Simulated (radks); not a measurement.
# V³⁺ in [Ar] 3d2: an all-electron calculation

An exercise on one series of results from a longer session: the logs are not shown, and one member is left open.

The numbers are computed with radks (a radial shooting solver on a logarithmic mesh, Libxc functionals) version 1 (non-relativistic Kohn-Sham, Wu-Cohen GGA, spin-polarised, spherical densities, point nucleus; open shells are filled with parallel spins first), except any that are marked as measured or tabulated.

## What is computed

| Property | Result |
| --- | --- |
| element | vanadium (Z = 23) |
| charge | +3 |
| electrons | 20 |
| configuration | [Ar] 3d2 |

The outer shells:

V³⁺
```
[Ar] core
3d [↑ ][↑ ][  ][  ][  ]
```

The first run:

Settings of this run:

```text
Z 23
configuration [Ar] 3d2 4s0 4p0
relativity non-relativistic
functional wc,pbe
spin polarised
nucleus point
```

On the command line:

```
python run_ks.py task.json out
```

The same process makes all the runs of this session.

One of the session's tables, all rows but one given; the rest of the session is left out.

It belongs to the step «Shells». From the orbitals of this run (lengths in bohr):

```
  level      <r>  outermost maximum (interpolated)  90 % within  nodes
1s down  0.06708                            0.0441        0.120      0
  1s up  0.06708                            0.0441        0.120      0
  2s up   0.3114                             0.258        0.483      1
2s down   0.3111                             0.258        0.483      1
  2p up        ?                                 ?            ?      ?
2p down   0.2750                             0.209        0.451      0
  3s up   0.9442                             0.822         1.41      2
3s down   0.9453                             0.823         1.41      2
  3p up   0.9948                             0.840         1.52      1
3p down   0.9969                             0.841         1.53      1
  3d up    1.164                             0.847         1.93      0
3d down    1.179                             0.850         1.96      0
  4s up    2.519                              2.28         3.64      3
4s down    2.537                              2.30         3.66      3
  4p up    2.847                              2.59         4.13      2
```

Q: Estimate the row for 2p up from the others.

**Answer.** <r>: 0.2754; outermost maximum (interpolated): 0.209; 90 % within: 0.452; nodes: 0. In the column «<r>» it lies between 2p down (0.2750) and 2s down (0.3111).

Limits of these values: Open shells are spherical and high-spin; term and fine-structure splittings are not resolved.
